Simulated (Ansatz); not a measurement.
**C2H6AlNSe: a ladder of functionals and wavefunction methods**

One table from this session's results is given with a row withheld; the runs are named, their logs left out.

The runs use Ansatz 0.2.0, Gaussian basis; functionals in def2-TZVPP, the program's frozen cores in correlated methods.

The runs, in order: PBE-D4, r2SCAN-D4, PBE0-D4, B3LYP-D4, ωB97X-V, ωB97M-V, B2PLYP; CCSD(T)/def2-TZVPP; MP2/def2-QZVPP; extrapolation to the limit.

## The geometry

An earlier PBE0-D4 in a triple-zeta def2 set relaxation fixed the geometry.

SMILES `[NH2][AlH][CH2]C=[Se]`, 11 atoms, charge 0, spin multiplicity 1.

Atoms are counted from 1 here; the program's logs count them from 0.

Bond lengths: N1–Al2 1.755 Å, N1–H6 1.007 Å, N1–H7 1.009 Å, Al2–C3 1.998 Å, Al2–H8 1.580 Å, C3–C4 1.442 Å, C3–H9 1.095 Å, C3–H10 1.094 Å, C4–Se5 1.774 Å, C4–H11 1.091 Å. Angles: Al2–N1–H6 125.4°, Al2–N1–H7 123.6°, H6–N1–H7 110.8°, N1–Al2–C3 118.6°, N1–Al2–H8 121.4°, C3–Al2–H8 120.0°, Al2–C3–C4 107.2°, Al2–C3–H9 103.0°, Al2–C3–H10 106.9°, C4–C3–H9 113.4°, C4–C3–H10 114.2°, H9–C3–H10 111.2°, C3–C4–Se5 127.1°, C3–C4–H11 115.5°, Se5–C4–H11 117.3°.

As a file:

```tsv
atom	x (Å)	y (Å)	z (Å)
N1	-1.84794	0.51463	-0.17390
Al2	-0.68431	-0.63750	-0.80526
C3	1.20660	-0.53558	-0.16666
C4	1.21736	0.30690	1.00326
Se5	1.37113	2.07344	1.04880
H6	-2.81706	0.57049	-0.44075
H7	-1.60425	1.26674	0.45242
H8	-1.10713	-1.74812	-1.84610
H9	1.73270	-0.09878	-1.02183
H10	1.53552	-1.56281	0.01684
H11	1.06278	-0.20651	1.95369
```

The first run:

in.yaml reads:

```yaml
crystal:
  periodic: [false, false, false]
  atoms:
    - {symbol: N, position_ang: [-1.847936, 0.514628, -0.173901]}
    - {symbol: Al, position_ang: [-0.684313, -0.637499, -0.805261]}
    - {symbol: C, position_ang: [1.206599, -0.535579, -0.166662]}
    - {symbol: C, position_ang: [1.217362, 0.306897, 1.003256]}
    - {symbol: Se, position_ang: [1.371133, 2.073436, 1.048801]}
    - {symbol: H, position_ang: [-2.817057, 0.570492, -0.440751]}
    - {symbol: H, position_ang: [-1.604251, 1.266743, 0.452418]}
    - {symbol: H, position_ang: [-1.107134, -1.748121, -1.846099]}
    - {symbol: H, position_ang: [1.732705, -0.098778, -1.021828]}
    - {symbol: H, position_ang: [1.535517, -1.562807, 0.016839]}
    - {symbol: H, position_ang: [1.062776, -0.206511, 1.953687]}
basis:
  gaussian: {orbitals: def2-TZVPP}
hamiltonian: {xc: pbe, dispersion: d4}
output: {forces: true, orbitals: {seedname: orbitals}}
```

Started as:

```console
$ ansatz run in.yaml --threads 4 --pin off --events-out ev --progress --plain --max-ram 10444MiB
```

Steps of the session up to this table: PBE-D4 (GGA); r2SCAN-D4 (meta-GGA); PBE0-D4 (hybrid); B3LYP-D4 (hybrid); ωB97X-V (range-separated); ωB97M-V (range-separated); B2PLYP (double hybrid); CCSD(T) in def2-TZVPP; MP2 in def2-QZVPP.

One table of the session follows, with a row left open; its other results are not shown here.

```
            method  atomisation energy (kcal/mol)
            PBE-D4                              ?
         r2SCAN-D4                          923.8
           PBE0-D4                          921.6
          B3LYP-D4                          922.2
           ωB97X-V                          921.2
           ωB97M-V                          920.7
            B2PLYP                          910.6
     HF/def2-TZVPP                          644.6
    MP2/def2-TZVPP                          908.7
   CCSD/def2-TZVPP                          877.0
CCSD(T)/def2-TZVPP                          894.3
           MP2/CBS                          936.6
       CCSD(T)/CBS                          922.1
```

**Question.** Estimate the row for PBE-D4.

**Answer.** atomisation energy (kcal/mol): 941.4. In the column «atomisation energy (kcal/mol)» it is the highest.
